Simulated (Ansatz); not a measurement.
The system is Co4Ge.

```
Ge Co
1.0
     1.31250    0.75777    9.86265
    -1.31250    0.75777    9.86265
     0.00000   -1.51554    9.86265
Ge Co
1 4
Cartesian
  0.0000 0.0000 0.0000
  0.0000 0.0000 17.7184
  0.0000 0.0000 5.9271
  0.0000 0.0000 23.6609
  0.0000 0.0000 11.8695
```

The cell comes from a database or a generator and needn't be the stable form of this composition.

Base run:

```yaml
Program: Ansatz 0.2.0
Functional: PBEsol
Potentials_or_basis: Ansatz PAW
Cutoff: "420 eV (not typed: the program's choice for these potentials)"
k_mesh: 12 × 12 × 12
Occupations: fermi-dirac, width 0.05 eV
Spin: no spin polarisation
```

Its results: band gap on the k mesh none (metal or under the smearing width); pressure -16.2 GPa; largest force 0.379 eV/Å.

**Question.** The run is repeated on the same cell with these changes: spin from no spin polarisation to collinear spin, ferrimagnetic start. What comes out?

**Answer.** Band gap on the k mesh none (metal or under the smearing width); pressure -8.6 GPa; net moment 5.90 μB per cell; site moments Ge -0.03; Co +1.32, +1.78 μB; largest force 0.053 eV/Å.

Caveats: the PAW data sets come from PBE, with cores solved anew for the run's functional, which leaves a small shift of forces and pressure; the starting moments weren't kept (some runs).
